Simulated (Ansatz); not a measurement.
**SiNi: further runs on the relaxed cell**

One table from this session's results is given with a row withheld; the runs are named, their logs left out.

Method: DFT PBE and PBEsol (the runs whose input is shown use PBEsol), scalar-relativistic, plane waves, PAW, in Ansatz 0.2.0.

1 further run of the same task is left out (set aside as unsound or not needed).

## The system as given

The structure is orthorhombic, space group Pnma (No. 62). The conventional cell has a = 5.154 Å, b = 3.375 Å, c = 5.620 Å, α = 90.00°, β = 90.00°, γ = 90.00°. Si (site symmetry m) is surrounded by 6 Ni at 2.29 to 2.41 Å. Ni (site symmetry m) is surrounded by 6 Si at 2.29 to 2.41 Å.

Structure file:

```cif
data_structure
_symmetry_space_group_name_H-M 'Pnma'
_symmetry_Int_Tables_number 62
_cell_length_a 5.1541
_cell_length_b 3.3755
_cell_length_c 5.6197
_cell_angle_alpha 90.000
_cell_angle_beta 90.000
_cell_angle_gamma 90.000
_cell_volume 97.77
loop_
_atom_site_label
_atom_site_type_symbol
_atom_site_symmetry_multiplicity
_atom_site_Wyckoff_symbol
_atom_site_fract_x
_atom_site_fract_y
_atom_site_fract_z
_atom_site_occupancy
Si1 Si 4 c 0.32125 0.75000 0.08408 1
Ni1 Ni 4 c 0.00822 0.25000 0.18849 1
```

This cell was relaxed beforehand with the same method: volume 12.22 Å³/atom, gap on the mesh none (metal).

The first run:

The input, input.yaml:

```yaml
crystal:
  lattice:
    - [5.1540862299, 0.0, 0.0]
    - [0.0, 3.3754897953, 0.0]
    - [0.0, 0.0, 5.6197144144]
  atoms:
    - { symbol: Si, position: [0.3212470322, 0.75, 0.0840781133] }
    - { symbol: Si, position: [0.1787529678, 0.25, 0.5840781133] }
    - { symbol: Si, position: [0.8212470322, 0.75, 0.4159218867] }
    - { symbol: Si, position: [0.6787529678, 0.25, 0.9159218867] }
    - { symbol: Ni, position: [0.008217655, 0.25, 0.1884869081] }
    - { symbol: Ni, position: [0.491782345, 0.75, 0.6884869081] }
    - { symbol: Ni, position: [0.508217655, 0.25, 0.3115130919] }
    - { symbol: Ni, position: [0.991782345, 0.75, 0.8115130919] }
basis:
  ecutwfc: 420
kpoints:
  mp_grid: { grid: [8, 10, 6] }
hamiltonian:
  xc: pbesol
scf:
  occupations: { method: gaussian, width: 0.1 }
output:
  forces: true
  stress: true
  eigenvalues: true
relax:
  adjacent_minimum: "off"
  f_tol: 0.005
  max_steps: 50
  cell: { stress_tol: 0.05 }
```

Launch:

```console
$ ansatz run input.yaml --threads 4 --pin off --max-ram 10240MiB --backend cpu --events-out ev --progress --plain --runs-dir out
```

Among the steps run: The cell under PBEsol; The cell under PBE+D3(BJ); Relaxing with LDA; Relaxing with r2SCAN.

One of the session's tables, all rows but one given; the rest of the session is left out.

| functional | a (Å) | b (Å) | c (Å) | volume (Å³/atom) |
| --- | --- | --- | --- | --- |
| PBE | 5.154 | 3.375 | 5.620 | 12.22 |
| PBEsol | 5.089 | 3.358 | 5.527 | 11.81 |
| PBE+D3(BJ) | ? | ? | ? | ? |
| LDA | 5.046 | 3.332 | 5.480 | 11.52 |
| r2SCAN | 5.098 | 3.350 | 5.574 | 11.90 |

**Question.** Estimate the row for PBE+D3(BJ).

As computed: a (Å): 5.099; b (Å): 3.342; c (Å): 5.541; volume (Å³/atom): 11.80. In the column «a (Å)» it lies between r2SCAN (5.098) and PBE (5.154).

The volumes rise in the order LDA, PBE+D3(BJ), PBEsol, r2SCAN, PBE, over 6.1 %. PBE comes nearest to the reported cell (+1.0 %). Spin polarisation is off in the runs that give these values; a magnetic solution could lie lower.
